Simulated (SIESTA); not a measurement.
## CsLiCr2Te2S3 under changes of volume

One of the cells (24.301 Å³/atom); the others are scaled copies at fixed shape and fractional positions:

```
Cs Li Cr Te S
1.0
     3.62745    0.00000    0.00000
    -1.81372    3.14146    0.00000
     0.00000    0.00000   19.19278
Cs Li Cr Te S
1 1 2 2 3
Cartesian
  0.0000 0.0000 7.1779
  1.8137 1.0471 0.3084
  0.0000 0.0000 16.6281
  0.0000 2.0943 3.2307
  0.0000 2.0943 10.3432
  1.8137 1.0471 14.8314
  0.0000 0.0000 1.9250
  0.0000 2.0943 17.8339
  1.8137 1.0471 4.4926
```

The cell was built by a generator and needn't be a form met in nature.

| Property | Result |
| --- | --- |
| Program | SIESTA 5.4.2 |
| Functional | PBE |
| Potentials or basis | PseudoDojo 0.4 standard (PBE files) |
| Basis | DZP (energy shift 0.003 Ry; two zetas on semicore shells; d shell added on Cs) |
| Grid cutoff | 800 Ry |
| Energy shift | 0.003 Ry |
| k mesh | 9 × 9 × 2 |
| Occupations | fermi-dirac, width 0.05 eV |
| Spin | collinear spin, ferromagnetic start |
| Starting moments | [0.0, 0.0, 3.0, 3.0, 0.0, 0.0, 0.0, 0.0, 0.0] μB |

| volume (Å³/atom) | energy over the lowest point (meV/atom) | pressure (GPa) | moment (μB per cell) | largest force (eV/Å) |
| --- | --- | --- | --- | --- |
| 22.395 | 22.81 | 4.7 | 5.63 | 0.854 |
| 22.872 | 11.11 | 3.2 | 5.64 | 0.624 |
| 23.348 | 3.69 | 1.8 | 5.64 | 0.419 |
| 24.301 | 0.00 | -0.5 | 5.66 | 0.067 |
| 24.778 | ? | ? | ? | ? |
| 25.254 | 8.74 | -2.3 | 5.69 | 0.253 |

Task: What does the run at 24.778 Å³/atom give?

Result: Energy over the lowest point 3.00 meV/atom; pressure -1.5 GPa; moment 5.67 μB per cell; largest force 0.128 eV/Å.

Worked out: A Birch-Murnaghan fit of order 3 (a polynomial in V^(-2/3)) to the other rows has its minimum at 24.08 Å³/atom with B0 = V·E''(V) = 55 GPa and B' = 4.4 at fixed shape and positions, which overstates the stiffness. It gives 2.98 meV/atom at 24.778 Å³/atom, against the run's 3.00, and -dE/dV = -1.5 GPa, against -1.5. A straight line through the other rows of the moment, of slope 0.0203 μB per Å³/atom, gives 5.68 μB, against the run's 5.67.

Energies are extrapolated to zero smearing.

Caveats: the basis of atomic orbitals isn't converged, which shifts pressures, moduli and gaps; only a ferromagnetic start was run, and an antiferromagnetic order may lie lower in energy.
